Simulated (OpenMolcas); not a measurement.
# CH6Sn (SMILES [CH3][SnH3]) at 6 levels

Aim: a comparison of 6 runs (HF/def2-SVP, BHLYP/def2-SVP, BLYP/def2-SVP, PBE/def2-SVP, PBE0/def2-SVP, r2SCAN/def2-SVP) of CH6Sn. 

The results are computed with OpenMolcas 26.06.

### Step 1. The molecule

CH6Sn: 8 atoms, total charge 0, spin state singlet. SMILES: `[CH3][SnH3]`. One bond was lengthened or shortened from a relaxed shape.

Bond lengths: C1–Sn2 2.140 Å, C1–H3 1.253 Å, C1–H4 1.090 Å, C1–H5 1.090 Å, Sn2–H6 1.709 Å, Sn2–H7 1.709 Å, Sn2–H8 1.709 Å. Some angles: C1–Sn2–H6 110.1°, C1–Sn2–H7 110.1°, C1–Sn2–H8 110.1°, Sn2–C1–H3 110.0°, Sn2–C1–H4 110.0°, Sn2–C1–H5 110.0°, H6–Sn2–H7 108.8°, H6–Sn2–H8 108.8°, H7–Sn2–H8 108.8°, H3–C1–H4 109.0°.

### Step 2. The energy at HF/def2-SVP (core potential) (run 1)

File calc.inp:

```
&GATEWAY
  BasLib = $CurrDir
  BasisSet
  C.def2-SVP....
  C1 1.063595 0.328349 0.045154 angstrom
  End of Basis
  BasisSet
  Sn.def2-SVP....
  Sn2 -0.950305 -0.368151 0.237854 angstrom
  End of Basis
  BasisSet
  H.def2-SVP....
  H3 1.300500 0.627700 -1.148800 angstrom
  H4 1.758395 -0.450251 0.359754 angstrom
  H5 1.213695 1.210149 0.668054 angstrom
  H6 -2.042905 0.847749 -0.261746 angstrom
  H7 -1.187605 -1.755451 -0.732046 angstrom
  H8 -1.279605 -0.770551 1.866154 angstrom
  End of Basis

&SEWARD

&SCF
  Thresholds = 1e-10 1e-07 1e-07 1e-05
  PrOrbitals = 1
```

The basis set def2-SVP is read from a file made from the Basis Set Exchange's data (not shown).

On the command line:

```console
$ export MOLCAS_MEM=1860
$ pymolcas calc.inp > calc.log
```

Log:

```text
--- Start Module: gateway ---
[...]
--- Stop Module: gateway /rc=_RC_ALL_IS_WELL_ ---
--- Start Module: seward ---
[...]
      Basis functions           70
--- Stop Module: seward /rc=_RC_ALL_IS_WELL_ ---
[...]
--- Start Module: scf ---
[...]
       Convergence after  11 Iterations
[...]
::    Total SCF energy                               -254.6309772505
[...]
      Total spin, S                                     0.0000000000
[...]
      Total electronic charge=   34.000000
      Total            charge=   -0.000000
[...]
      Dipole Moment (debye):
      Origin of the operator (angstrom)=   -0.7352   -0.2935    0.2162
                   X=  6.2255E-01               Y=  1.9552E-01               Z=  4.6191E-02           Total=  6.5416E-01
      Quadrupole Moment (debye*angstrom):
[...]
--- Stop Module: scf /rc=_RC_ALL_IS_WELL_ ---
[...]
```

Wall time 3.6 s (1 thread of Arm Neoverse V1, shared host); peak memory 0.41 GiB.

### Step 3. A single-point energy at BHLYP/def2-SVP (core potential) (run 2)

File struct.xyz:

```xyz
8

C      1.063595     0.328349     0.045154
Sn    -0.950305    -0.368151     0.237854
H      1.300500     0.627700    -1.148800
H      1.758395    -0.450251     0.359754
H      1.213695     1.210149     0.668054
H     -2.042905     0.847749    -0.261746
H     -1.187605    -1.755451    -0.732046
H     -1.279605    -0.770551     1.866154
```

File calc.inp:

```
&gateway
baslib=$CurrDir
coord=struct.xyz
basis=def2-SVP
group=NoSym
&seward
gridinput
Grid=UltraFine
End of Grid
&scf
ksdft=HYB_GGA_XC_BHANDHLYP
thresholds=1e-10 1e-07 1e-07 1e-05
prorbitals=1 1
```

The basis set def2-SVP is read from a file made from the Basis Set Exchange's data (not shown).

On the command line:

```console
$ export MOLCAS_MEM=1860
$ pymolcas calc.inp > calc.log
```

Log:

```text
--- Start Module: gateway ---
[...]
--- Stop Module: gateway /rc=_RC_ALL_IS_WELL_ ---
--- Start Module: seward ---
[...]
      Basis functions           70
--- Stop Module: seward /rc=_RC_ALL_IS_WELL_ ---
[...]
--- Start Module: scf ---
[...]
       Convergence after  11 Iterations
[...]
::    Total KS-DFT energy                            -255.8311179350
[...]
      Total spin, S                                     0.0000000000
[...]
      Total electronic charge=   34.000000
      Total            charge=   -0.000000
[...]
      Dipole Moment (debye):
      Origin of the operator (angstrom)=   -0.7352   -0.2935    0.2162
                   X=  6.5202E-01               Y=  2.1016E-01               Z=  1.9562E-02           Total=  6.8534E-01
      Quadrupole Moment (debye*angstrom):
[...]
--- Stop Module: scf /rc=_RC_ALL_IS_WELL_ ---
[...]
```

Wall time 15 s (1 thread of Arm Neoverse V1, shared host); peak memory 0.41 GiB.

Runs 3 to 5 aren't shown in full; the table further down has their settings and results.

### Step 4. A single-point energy at r2SCAN/def2-SVP (core potential) (run 6)

File geom.xyz:

```xyz
8

C      1.063595     0.328349     0.045154
Sn    -0.950305    -0.368151     0.237854
H      1.300500     0.627700    -1.148800
H      1.758395    -0.450251     0.359754
H      1.213695     1.210149     0.668054
H     -2.042905     0.847749    -0.261746
H     -1.187605    -1.755451    -0.732046
H     -1.279605    -0.770551     1.866154
```

File run.input:

```
&gateway
 baslib
 $CurrDir
 coord
 geom.xyz
 basis
 def2-SVP
 group
 NoSym

&seward
 gridinput
 Grid=UltraFine
 End of Grid

&scf
 ksdft
 2
 1.0 MGGA_X_R2SCAN
 1.0 MGGA_C_R2SCAN
 thresholds
 1e-10 1e-07 1e-07 1e-05
 prorbitals
 1 2
```

The basis set def2-SVP is read from a file made from the Basis Set Exchange's data (not shown).

On the command line:

```console
$ export MOLCAS_MEM=1860
$ pymolcas run.input > run.log
```

Log:

```text
--- Start Module: gateway ---
[...]
--- Stop Module: gateway /rc=_RC_ALL_IS_WELL_ ---
--- Start Module: seward ---
[...]
      Basis functions           70
--- Stop Module: seward /rc=_RC_ALL_IS_WELL_ ---
[...]
--- Start Module: scf ---
[...]
       Convergence after  13 Iterations
[...]
::    Total KS-DFT energy                            -255.9827040886
[...]
      Total spin, S                                     0.0000000000
[...]
      Total electronic charge=   34.000000
      Total            charge=   -0.000000
[...]
      Dipole Moment (debye):
      Origin of the operator (angstrom)=   -0.7352   -0.2935    0.2162
                   X=  7.0392E-01               Y=  2.3035E-01               Z=  2.5543E-03           Total=  7.4066E-01
      Quadrupole Moment (debye*angstrom):
[...]
--- Stop Module: scf /rc=_RC_ALL_IS_WELL_ ---
[...]
```

It took 24 s on 1 thread of Arm Neoverse V1, shared host; peak memory 0.41 GiB.

### Step 5. The series

```tsv
run	level	integration grid	energy (Eh)	dipole moment (D)	HOMO energy (eV)	LUMO energy (eV)	wall time
1	HF/def2-SVP (core potential)	–	-254.630977	0.65	-11.21	3.38	3.6 s
2	BHLYP/def2-SVP (core potential)	UltraFine	-255.831118	0.69	-9.46	1.38	15 s
3	BLYP/def2-SVP (core potential)	UltraFine	-255.835940	0.78	-7.01	-0.05	17 s
4	PBE/def2-SVP (core potential)	UltraFine	-255.858729	0.77	-7.18	-0.10	18 s
5	PBE0/def2-SVP (core potential)	UltraFine	-255.884894	0.72	-8.39	0.68	16 s
6	r2SCAN/def2-SVP (core potential)	UltraFine	-255.982704	0.74	-7.46	0.33	24 s
```

### Step 6. Results

```
            quantity          value
 run 6: total energy  -255.98270 Eh
run 6: dipole moment         0.74 D
  run 6: HOMO energy       -7.46 eV
  run 6: LUMO energy        0.33 eV
run 6: HOMO–LUMO gap        7.79 eV
```

What this shows: The dipole moment (its size) runs from 0.65 D (HF/def2-SVP) to 0.78 D (BLYP/def2-SVP). The HOMO–LUMO gap runs from 6.95 eV (BLYP/def2-SVP) to 14.59 eV (HF/def2-SVP). Exact exchange widens orbital gaps. Totals of different functionals can't be ranked against each other. All runs together took 93 s, the longest 24 s.
